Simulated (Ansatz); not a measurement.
# BCl2H4NO: the cost of one run

Program: Ansatz 0.2.0. Level of theory: RKS r2SCAN-D4/6-31G*. These are calculated values, not measurements.

## (1) The structure to begin with

Bond lengths: B1–O2 1.760 Å, O2–H3 1.010 Å, B1–Cl4 1.860 Å, B1–Cl5 1.860 Å, B1–N6 1.850 Å, N6–H7 1.060 Å, N6–H8 1.060 Å, O2–H9 1.140 Å, N6–H9 1.157 Å. Angles (14 of 16 angles, heavy atoms first): O2–B1–Cl4 120.0°, O2–B1–Cl5 120.0°, O2–B1–N6 71.6°, Cl4–B1–Cl5 120.0°, Cl4–B1–N6 88.4°, Cl5–B1–N6 110.0°, B1–O2–H3 109.5°, B1–O2–H9 79.4°, B1–N6–H7 120.0°, B1–N6–H8 120.0°, B1–N6–H9 75.1°, O2–H9–N6 133.9°, H3–O2–H9 121.8°, H7–N6–H8 120.0°.

Structure file:

```xyz
9

B     0.0000    0.0000    0.0000
O     0.0000    0.0000    1.7600
H    -0.9095   -0.2814    2.0971
Cl    1.6108    0.0000   -0.9300
Cl   -1.6108    0.0000   -0.9300
N     0.3946    1.7107    0.5833
H     1.1678    1.8639    1.2920
H    -0.1526    2.5377    0.2089
H     0.2517    1.0915    1.5507
```

## (2) Pulling towards end A

Springs on the bonds that form and break draw the guess towards this end; the thresholds are loose.

input.yaml reads:

```yaml
crystal:
  periodic: [false, false, false]
  atoms:
    - { symbol: B, position_ang: [0.0, 0.0, 0.0] }
    - { symbol: O, position_ang: [0.0, 0.0, 1.76] }
    - { symbol: H, position_ang: [-0.9095, -0.2814, 2.0971] }
    - { symbol: Cl, position_ang: [1.6108, 0.0, -0.93] }
    - { symbol: Cl, position_ang: [-1.6108, 0.0, -0.93] }
    - { symbol: "N", position_ang: [0.3946, 1.7107, 0.5833] }
    - { symbol: H, position_ang: [1.1678, 1.8639, 1.292] }
    - { symbol: H, position_ang: [-0.1526, 2.5377, 0.2089] }
    - { symbol: H, position_ang: [0.2517, 1.0915, 1.5507] }
basis:
  gaussian: { orbitals: "6-31G*" }
hamiltonian:
  xc: r2scan
  dispersion: d4
relax:
  f_tol: 0.15
  max_steps: 25
  restrain:
    - { distance: [0, 5], at: 2.75, k: 30.0 }
    - { distance: [8, 1], at: 2.21, k: 30.0 }
    - { distance: [0, 1], at: 1.41, k: 30.0 }
    - { distance: [8, 5], at: 1.06, k: 30.0 }
```

Launch:

```bash
$ ansatz run input.yaml --threads 2 --pin off --max-ram 3072MiB --backend cpu --events-out ev --progress --plain --runs-dir out
```

**Question.** How long does this run take on 2 threads of Arm Neoverse V2, shared host, and how much memory does it need?

About 40 s, with a peak of 0.17 GiB.
